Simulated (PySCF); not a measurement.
# C3H7FP2Si2: the cost of one run

Programs: PySCF 2.14.0, with routines of our own; each step states its level. All values are computed. Atoms count from 0.

### 1 The system as given

15 atoms, charge 0, multiplicity 1; geometry from: GFN2-xTB.

### 2 Circular dichroism and optical rotation: TDDFT PBE0/def2-SVPD

The job: settings as JSON, then the geometry in Å.

```
{"job": {"kind": "ecd", "xc": "PBE0", "basis": "def2-SVPD", "nstates": 8}, "charge": 0, "multiplicity": 1}
C      3.320769     0.763770    -0.667987
C      2.121944     0.286956    -0.022401
C      1.127656    -0.118172     0.528720
Si    -0.425983    -0.709391     1.322135
P     -1.990075     0.949534     1.512476
Si    -3.031012    -0.249615    -0.090630
F     -4.495289    -0.683676     0.425584
P     -1.662205    -2.043557    -0.064850
H      3.292449     0.523930    -1.730602
H      3.402580     1.843705    -0.549030
H      4.193862     0.291063    -0.219519
H     -0.185981    -1.363625     2.611569
H     -1.383720     1.832007     0.635645
H     -3.294322     0.394100    -1.368094
H     -0.995086    -1.709037    -1.229825
```

Level: TDDFT PBE0/def2-SVPD circular dichroism and optical rotation, one conformer, gas phase.

Started as:

```
$ OMP_NUM_THREADS=1 python excited_run.py task.json out
```

The driver reads the jobs from task.json and runs them one after another.

Q: Estimate the wall time and peak memory of this job on 1 thread of AMD EPYC 9R14, shared host.

About 66 s, with a peak of 1.1 GiB.
